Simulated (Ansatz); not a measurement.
**Hf2Si3N: properties of a relaxed candidate**

This session takes a relaxed cell of Hf2Si3N and sets out to compute bands, density of states and charges.

Computed with Ansatz 0.2.0 (DFT PBE, scalar-relativistic, plane waves, PAW, unless a step's input says otherwise).

### 1 The starting structure

The structure is trigonal, space group R-3m (No. 166). The conventional cell has a = 5.288 Å, b = 5.288 Å, c = 11.078 Å, α = 90.00°, β = 90.00°, γ = 120.00°. Hf (site symmetry 3m) has 9 Si at 2.72 to 3.01 Å and 4 Hf at 2.89 to 3.16 Å and 3 N at 3.08 Å as nearest neighbours. Around Si (site symmetry 2/m) lie 2 N at 2.40 Å and 4 Si at 2.64 Å and 6 Hf at 2.72 to 3.01 Å. N (site symmetry -3m) is surrounded by 6 Si at 2.40 Å and 6 Hf at 3.08 Å.

Structure file:

```xyz
6
Lattice="2.6439 1.5264 3.6927 -2.6439 1.5264 3.6927 0.0000 -3.0529 3.6927" Properties=species:S:1:pos:R:3 pbc="T T T"
Hf    0.0000    0.0000    6.9838
Hf    0.0000    0.0000    4.0943
Si   -1.3219    0.7632    1.8464
Si    1.3219    0.7632    1.8464
Si    0.0000   -1.5264    1.8464
N     0.0000    0.0000    0.0000
```

It is the end of an earlier relaxation with the same method, from a database cell with other species swapped in; it needn't be the stable form of this composition. At a tolerance of 0.05 Å it has space group R-3m (No. 166); it has 14.90 Å³/atom, an uncorrected energy of +0.29 eV/atom over the elements.

### 2 Bands, states and charges

Input file input.yaml:

```yaml
crystal:
  lattice:
    - [2.6438684488, 1.5264381606, 3.6927180316]
    - [-2.6438684488, 1.5264381606, 3.6927180316]
    - [0.0, -3.0528763213, 3.6927180316]
  atoms:
    - { symbol: Hf, position: [0.6304133741, 0.6304133741, 0.6304133741] }
    - { symbol: Hf, position: [0.3695866259, 0.3695866259, 0.3695866259] }
    - { symbol: Si, position: [0.0, 0.5, 0.0] }
    - { symbol: Si, position: [0.5, 0.0, 0.0] }
    - { symbol: Si, position: [0.0, 0.0, 0.5] }
    - { symbol: "N", position: [0.0, 0.0, 0.0] }
basis:
  ecutwfc: 420
kpoints:
  mp_grid: { grid: [12, 12, 12] }
  band_path:
    path:
      - [[0.0, 0.0, 0.0], [0.5, 0.5, 0.5], [0.71941992, 0.28058008, 0.5]]
      - [[0.5, -0.28058008, 0.28058008], [0.5, 0.0, 0.0], [0.0, 0.0, 0.0], [0.39029004, -0.39029004, 0.0]]
      - [[0.60970996, 0.0, 0.39029004], [0.5, 0.0, 0.5], [0.0, 0.0, 0.0]]
    npoints: 14
hamiltonian:
  xc: pbe
scf:
  occupations: { method: gaussian, width: 0.1 }
  n_extra_bands: 15
output:
  forces: true
  stress: true
  eigenvalues: true
  populations: true
  dos: { projected: true, de: 0.02, nscf_kmesh: { grid: [15, 15, 15] } }
  bader: true
```

Run with:

```sh
> ansatz run input.yaml --threads 1 --pin off --max-ram 2560MiB --backend cpu --events-out ev --progress --plain --runs-dir out
```

What does the calculation give? Wanted: gap; states at the Fermi level; Bader charges.

As calculated:

| quantity | value |
| --- | --- |
| gap | none (metal) |
| states at the Fermi level | 2.51 per eV per cell |
| Bader charges | Hf +1.09, Si -0.33, N -1.20 e |

**Reading.** Bands cross the Fermi level: a metal at this level of theory. Of the projected weight within 0.25 eV of the Fermi level, the largest part is Hf 5d (58 %) and Si 3p (18 %). Bader charges reach 1.2 e, so charge transfer in this metal is strong. Spin-orbit coupling is left out, which matters for the bands of Hf. The final runs have no spin polarisation, so no magnetic state was tried and one may lie lower.
